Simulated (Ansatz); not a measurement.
# RuC5: the cost of one run

Method: DFT PBE, scalar-relativistic, plane waves, PAW, in Ansatz 0.2.0.

1 further run of the same task is left out (it didn't finish).

## Step 1: The structure to begin with

The structure is hexagonal, space group P6/mmm (No. 191). The conventional cell has a = 4.870 Å, b = 4.870 Å, c = 3.951 Å, α = 90.00°, β = 90.00°, γ = 120.00°. Ru (site symmetry 6/mmm) has 18 C at 2.81 to 3.14 Å as nearest neighbours. C (site symmetry mmm) has 8 C at 2.42 to 2.43 Å and 4 Ru at 3.14 Å as nearest neighbours. C (site symmetry -6m2) is surrounded by 9 C at 2.42 to 2.81 Å and 3 Ru at 2.81 Å.

As a file:

```
Ru C
1.0
     4.86950    0.00000    0.00000
    -2.43475    4.21711    0.00000
     0.00000    0.00000    3.95106
Ru C
1 5
Direct
  0.00000 0.00000 0.00000
  0.00000 0.50000 0.50000
  0.33333 0.66667 0.00000
  0.66667 0.33333 0.00000
  0.50000 0.00000 0.50000
  0.50000 0.50000 0.50000
```

Recipe of the guess: species swapped into a database cell of HoNi5 (P6/mmm, No. 191), with Ru on the Ho sites and C on the Ni sites. Lengths come from tabulated atomic sizes and are only a guess.

## Step 2: A first look at the guess

The input, input.yaml:

```yaml
crystal:
  lattice:
    - [4.86950388, 0.0, 0.0]
    - [-2.43475194, 4.21711406, 0.0]
    - [0.0, 0.0, 3.95106085]
  atoms:
    - { symbol: Ru, position: [0.0, 0.0, 0.0] }
    - { symbol: C, position: [0.0, 0.5, 0.5] }
    - { symbol: C, position: [0.33333333, 0.66666667, 0.0] }
    - { symbol: C, position: [0.66666667, 0.33333333, 0.0] }
    - { symbol: C, position: [0.5, 0.0, 0.5] }
    - { symbol: C, position: [0.5, 0.5, 0.5] }
basis:
  ecutwfc: 420
kpoints:
  mp_grid: { grid: [6, 6, 4] }
hamiltonian:
  xc: pbe
scf:
  occupations: { method: gaussian, width: 0.1 }
  lower_state_search: "off"
output:
  forces: true
  stress: true
  eigenvalues: true
```

The run is started by

```
> ansatz run input.yaml --threads 1 --pin off --max-ram 2560MiB --backend cpu --events-out ev --progress --plain --runs-dir out
```

Q: Estimate wall time and peak memory on 1 thread of Intel Xeon 6975P-C (Granite Rapids), shared host.

About 1.1 s, with a peak of 0.36 GiB.
